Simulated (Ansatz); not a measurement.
# WC: the cost of one run

All numbers below are computed with Ansatz 0.2.0 (DFT, PBEsol, no spin polarisation, plane waves, PAW).

## 1. The system as given

It takes space group P-6m2 (No. 187, hexagonal). Conventional cell: a = 2.903 Å, b = 2.903 Å, c = 2.834 Å, α = 90.00°, β = 90.00°, γ = 120.00°. W (site symmetry -6m2) has 6 C at 2.19 Å as nearest neighbours. C (site symmetry -6m2) is surrounded by 6 W at 2.19 Å.

Structure file:

```
W C
1.0
     2.90269    0.00000    2.83401
    -1.45135    2.51381    0.00000
     2.90269    0.00000   -2.83401
W C
2 2
Direct
  0.00000 0.00000 0.00000
  0.50000 0.00000 0.50000
  0.08334 0.33334 0.58334
  0.58334 0.33334 0.08334
```

The run starts from a saved solution of this cell (checkpoint.read), perhaps found on another mesh.

## 2. Self-consistent run

input.yaml

```yaml
crystal:
  lattice:
    - [2.90269351, 0.0, 2.83400611]
    - [-1.45134676, 2.51380868, 0.0]
    - [2.90269351, 0.0, -2.83400611]
  atoms:
    - { symbol: W, position: [0.0, 0.0, 0.0] }
    - { symbol: W, position: [0.5, 0.0, 0.5] }
    - { symbol: C, position: [0.083335, 0.33333, 0.583335] }
    - { symbol: C, position: [0.583335, 0.33333, 0.083335] }
  symmetry: { tolerance: 0.0003 }
kpoints:
  mp_grid: { grid: [9, 9, 9], shift: [0, 0, 0] }
  band_path:
    path:
      - [0.0, 0.0, 0.0]
      - [0.49999991, -1.2e-07, 0.49999991]
      - [0.33333327, 0.33333327, 0.33333327]
      - [0.0, 0.0, 0.0]
      - [0.5, 0.0, -0.5]
      - [0.99999991, -1.2e-07, -9.0e-08]
      - [0.83333327, 0.33333327, -0.16666673]
      - [0.5, 0.0, -0.5]
      - [0.99999991, -1.2e-07, -9.0e-08]
      - [0.49999991, -1.2e-07, 0.49999991]
      - [0.83333327, 0.33333327, -0.16666673]
    npoints: 14
magnetization:
  spin_polarized: false
scf:
  occupations: { method: fermi_dirac }
  lower_state_search: "off"
  max_iter: 200
hamiltonian:
  pseudopotentials: { kind: paw }
  xc: pbesol
basis:
  ecutwfc: 420
  fft_grid_basis: typed
output:
  forces: true
  stress: true
  eigenvalues: true
  bader: true
  populations: true
  elf: true
  write_potential: true
  volumetric_format: npy
  dos:
    e_range: [-12, 8]
    de: 0.05
    projected: { site_lists: { C: [C], W: [W] } }
  write_density: true
checkpoint:
  read: saved_state
```

On the command line:

```sh
$ ansatz run input.yaml --threads 1 --pin off --max-ram 2560MiB --backend cpu --events-out ev --progress --plain --runs-dir out
```

**Question.** How long does this run take on 1 thread of Intel Xeon Platinum 8488C (Sapphire Rapids), shared host, and how much memory does it need?

About 50 s, with a peak of 0.46 GiB.
